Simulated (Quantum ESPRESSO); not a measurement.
The system is BiSbSe.

```
CELL_PARAMETERS angstrom
4.81662 0.00000 0.00000
-2.40831 4.17131 0.00000
0.00000 0.00000 4.70240
ATOMIC_POSITIONS crystal
Sb 0.66667 0.33333 0.50000
Bi 0.00000 0.00000 0.00000
Se 0.33333 0.66667 0.50000
```

The cell was built by a generator and needn't be a form met in nature.

| Property | Result |
| --- | --- |
| Program | Quantum ESPRESSO 7.5 |
| Task | phonons |
| Functional | PBE |
| Potentials or basis | GBRV 1.5 PBE |
| Cutoff | 612 eV |
| Density cutoff | 4898 eV |
| k mesh | 2 × 2 × 2, shifted |
| Occupations | fermi-dirac, width 0.05 eV |
| Spin | no spin polarisation |
| Mixing beta | 0.5 |
| Most SCF iterations | 120 |
| SCF threshold | 6e-10 Ry |

The cell and the atoms were relaxed first, to 27.61 Å³/atom (a = 4.847 Å, b = 4.847 Å, c = 4.072 Å, α = 90.00°, β = 90.00°, γ = 120.00°), and the response was taken there.

```
Sb Bi Se
1.0
     4.84680    0.00000    0.00000
    -2.42340    4.19745    0.00000
     0.00000    0.00000    4.07158
Sb Bi Se
1 1 1
Direct
  0.66667 0.33333 0.50000
  0.00000 0.00000 0.00000
  0.33333 0.66667 0.50000
```

Question: Which optical modes does the crystal have at the zone centre, and which show in infrared and Raman spectra?

Answer: The optical modes are 2A''2 + 2E'. Infrared active: 2A''2 + 2E'. Raman active: 2E'.

Optical modes at Γ, degenerate ones joined:
```csv
cm⁻¹,components,symmetry,active in
142i,1,A''2,IR
46,2,E',IR and Raman
69,1,A''2,IR
156,2,E',IR and Raman
```

Caveat: the k mesh is coarse (spacing up to 0.75 Å⁻¹), so the values aren't converged; the mesh is thin for the phonons of a metal; some modes are imaginary; the layers were relaxed without a dispersion term, so their spacing and the soft interlayer modes are unreliable.
